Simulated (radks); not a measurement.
**Valence configurations of Ru**

An exercise on one series of results from a longer session: the logs are not shown, and one member is left open.

Method: non-relativistic Kohn-Sham, BLYP, spin-unpolarised, spherical densities, point nucleus. Code: radks (a radial shooting solver on a logarithmic mesh, Libxc functionals) version 1.

## What is computed

```
element       : ruthenium (Z = 44)
charge        : 0
electrons     : 44
configuration : [Kr] 4d7 5s1
others tried  : 4d6.5 5s1 5p0.5; 4d7.5 5s0.5; 4d8; 4d6 5s2; 4d6 5s1 5p1; 4d7 5p1; 4d6.5 5s1.5; 4d4 5s2 5p2; 4d5 5s1 5p2
```

Outer shells as boxes (Hund's rule):

Ru
```
[Kr] core
4d [↑↓][↑↓][↑ ][↑ ][↑ ]
5s [↑ ]
```

The first run:

Input:

```text
Z 44
configuration [Kr] 4d7 5s1
relativity non-relativistic
functional b88,lyp
spin unpolarised
nucleus point
```

Among the steps run: [Kr] 4d7 5s1.

One table of the session follows, with a row left open; its other results are not shown here.

It belongs to the step «[Kr] 4d7 5s1». Radial moments (bohr):

| level | <r> | outermost maximum (interpolated) | 90 % within | nodes |
| --- | --- | --- | --- | --- |
| 2p | 0.1291 | 0.100 | 0.210 | 0 |
| 3s | 0.4150 | 0.373 | 0.611 | 2 |
| 3p | ? | ? | ? | ? |
| 3d | 0.3837 | 0.301 | 0.610 | 0 |
| 4s | 1.047 | 0.939 | 1.52 | 3 |
| 4p | 1.140 | 0.992 | 1.69 | 2 |
| 4d | 1.684 | 1.20 | 2.78 | 1 |
| 5s | 3.535 | 2.85 | 5.38 | 4 |

Q: Estimate the row for 3p from the others.

The run gave: <r>: 0.4084; outermost maximum (interpolated): 0.360; 90 % within: 0.615; nodes: 1. In the column «<r>» it lies between 3d (0.3837) and 3s (0.4150).

Limits of these values: Relativity is left out, which favours d and f over s occupation in heavy atoms.
